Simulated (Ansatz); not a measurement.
# CH6GeTe: small, medium and large basis sets

Aim: see how fast density functionals converge with the basis set for CH6GeTe.

Computed with Ansatz 0.2.0, Gaussian basis. Level: one geometry, several basis sets.

The runs, in order: PBE0-D4/def2-SVP; ωB97M-V/def2-SVP; PBE0-D4/def2-QZVPP; ωB97M-V/def2-QZVPP; the functionals' def2-TZVPP values are taken from earlier runs.

## Step 1: Structure used throughout

An earlier PBE0-D4 in a triple-zeta def2 set relaxation fixed the geometry. Te takes the def2 core potential; no spin-orbit term is included.

SMILES `[CH3][GeH2][TeH]`, 9 atoms, charge 0, spin multiplicity 1.

Atoms are counted from 1 here; the program's logs count them from 0.

Bond lengths: C1–Ge2 1.950 Å, C1–H4 1.092 Å, C1–H5 1.090 Å, C1–H6 1.090 Å, Ge2–Te3 2.564 Å, Ge2–H7 1.539 Å, Ge2–H8 1.539 Å, Te3–H9 1.658 Å. Angles: Ge2–C1–H4 110.0°, Ge2–C1–H5 109.8°, Ge2–C1–H6 109.9°, H4–C1–H5 109.3°, H4–C1–H6 108.9°, H5–C1–H6 108.8°, C1–Ge2–Te3 111.1°, C1–Ge2–H7 111.4°, C1–Ge2–H8 110.9°, Te3–Ge2–H7 104.3°, Te3–Ge2–H8 109.5°, H7–Ge2–H8 109.4°, Ge2–Te3–H9 91.5°.

## Step 2: PBE0-D4 in def2-SVP

in.yaml

```yaml
crystal:
  periodic: [false, false, false]
  atoms:
    - {symbol: C, position_ang: [-0.541152, 0.934868, -0.692314]}
    - {symbol: Ge, position_ang: [0.398099, -0.722672, -0.274217]}
    - {symbol: Te, position_ang: [1.418823, -0.637226, 2.076776]}
    - {symbol: H, position_ang: [-0.942143, 0.890716, -1.706856]}
    - {symbol: H, position_ang: [0.144086, 1.778537, -0.612691]}
    - {symbol: H, position_ang: [-1.364244, 1.082453, 0.007209]}
    - {symbol: H, position_ang: [1.604721, -0.935877, -1.205433]}
    - {symbol: H, position_ang: [-0.548116, -1.932221, -0.379458]}
    - {symbol: H, position_ang: [-0.081574, -0.504781, 2.769883]}
basis:
  gaussian: {orbitals: def2-SVP}
hamiltonian: {xc: pbe0, dispersion: d4}
output: {orbitals: {seedname: orbitals}}
```

After this run come: ωB97M-V in def2-SVP; PBE0-D4 in def2-QZVPP; ωB97M-V in def2-QZVPP.

Q: Predict the results of all the runs planned. Wanted: PBE0-D4: double and triple zeta above quadruple; ωB97M-V: double and triple zeta above quadruple.

**Answer**, as computed:

```
                                       quantity           value
PBE0-D4: double and triple zeta above quadruple  10.02, 1.34 eV
ωB97M-V: double and triple zeta above quadruple  10.11, 1.32 eV
```

What this shows: PBE0-D4 gains 8.68 eV from double to triple zeta, then 1.34 eV more. These are total energies; as a rule much of such shifts cancels in differences, which this series doesn't test. The LUMO of ωB97M-V is positive and keeps falling with the basis (1.47 to 0.92 eV): an unbound level that the basis holds in place.
